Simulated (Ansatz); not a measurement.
# Ta: the cost of one run

Program: Ansatz 0.2.0. Level of theory: DFT r2SCAN, scalar-relativistic, plane waves, PAW. These are calculated values, not measurements.

2 further runs of the same task are left out: 2 set aside as unsound or not needed.

**1. The starting structure**

The structure is cubic, space group Im-3m (No. 229). Conventional cell: a = 3.305 Å, b = 3.305 Å, c = 3.305 Å, α = 90.00°, β = 90.00°, γ = 90.00°. Ta (site symmetry m-3m) has 8 Ta at 2.86 Å as nearest neighbours.

As a file:

```cif
data_structure
_symmetry_space_group_name_H-M 'P 1'
_symmetry_Int_Tables_number 1
_cell_length_a 5.7237
_cell_length_b 5.7237
_cell_length_c 5.7237
_cell_angle_alpha 109.471
_cell_angle_beta 109.471
_cell_angle_gamma 109.471
_cell_volume 144.35
loop_
_atom_site_label
_atom_site_type_symbol
_atom_site_fract_x
_atom_site_fract_y
_atom_site_fract_z
_atom_site_occupancy
Ta1 Ta 0.50000 0.50000 0.50000 1
Ta2 Ta 0.00000 0.50000 0.50000 1
Ta3 Ta 0.50000 0.00000 0.50000 1
Ta4 Ta 0.00000 0.00000 0.50000 1
Ta5 Ta 0.50000 0.50000 0.00000 1
Ta6 Ta 0.00000 0.50000 0.00000 1
Ta7 Ta 0.50000 0.00000 0.00000 1
Ta8 Ta 0.00000 0.00000 0.00000 1
```

It is built from the cell relaxed beforehand with the same method (18.04 Å³/atom).

**2. The reference: the undisturbed cell on the scan's mesh**

input.yaml

```yaml
crystal:
  lattice:
    - [-3.3045733232, -3.3045733232, 3.3045733232]
    - [-3.3045733232, 3.3045733232, -3.3045733232]
    - [3.3045733232, -3.3045733232, -3.3045733232]
  atoms:
    - { symbol: Ta, position: [0.5, 0.5, 0.5] }
    - { symbol: Ta, position: [0.0, 0.5, 0.5] }
    - { symbol: Ta, position: [0.5, 0.0, 0.5] }
    - { symbol: Ta, position: [0.0, 0.0, 0.5] }
    - { symbol: Ta, position: [0.5, 0.5, 0.0] }
    - { symbol: Ta, position: [0.0, 0.5, 0.0] }
    - { symbol: Ta, position: [0.5, 0.0, 0.0] }
    - { symbol: Ta, position: [0.0, 0.0, 0.0] }
basis:
  ecutwfc: 500
kpoints:
  mp_grid: { grid: [14, 14, 14] }
hamiltonian:
  xc: r2scan
scf:
  occupations: { method: gaussian, width: 0.15 }
output:
  forces: true
  stress: true
  eigenvalues: true
```

Started as:

```console
$ ansatz run input.yaml --threads 1 --pin off --max-ram 2560MiB --backend cpu --events-out ev --progress --plain --runs-dir out
```

Q: Estimate wall time and peak memory on 1 thread of Intel Xeon Platinum 8488C (Sapphire Rapids), shared host.

About 57 s, with a peak of 1.3 GiB.
